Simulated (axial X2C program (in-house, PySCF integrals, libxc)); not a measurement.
# CuH⁻: EOM-EA-CCSD levels

Wanted for CuH⁻: EOM-EA-CCSD levels, at the two-component level.

The runs use an in-house X2C program for linear molecules on PySCF integrals; two-component X2C with atomic mean-field terms, Cu dyall-acv3z, H dyall-av3z.

All values are calculated.

## 1. The job

task.json

```json
{"zs": [29, 1], "q": -1, "bas": ["dyall-acv3z", "dyall-av3z"], "r0": 1.44, "eom": "ea", "thr": -2.0, "nmax": 92, "grid": [1, 0.96, 1.045, 0.92, 1.09, 1.15], "rq": 0}
```

Keys: zs atomic numbers; q charge; bas basis sets; r0 starting distance in Å; eom kind of EOM run; thr threshold in hartree for freezing inner shells (an s shell follows its p shell); nmax most natural virtual spinors; grid distances as factors.

Launch:

```sh
$ python soeom.py task.json out
```

After this run come: EOM-EA-CCSD at 1.462 Å.

**Question.** What will these runs give? Wanted: next root led by one particle; T1 of the reference.

As calculated:

| quantity | value |
| --- | --- |
| lowest root at 1.462 Å | Ω = 1/2, 0.242 eV |
| next root led by one particle | Ω = 1/2, about 4810 cm⁻¹ higher |
| T1 of the reference | 0.043 |

In words: The added electron is bound by 0.24 eV in a spinor of 52% Cu pσ, 37% Cu sσ, 6% H sσ. Errors of 0.1 to 0.3 eV are usual at this size, and roots led by higher excitations are left out, so the list is incomplete, and low states of that kind can be missing. T1 or the largest double amplitude of the reference is raised, which lowers the reliability.
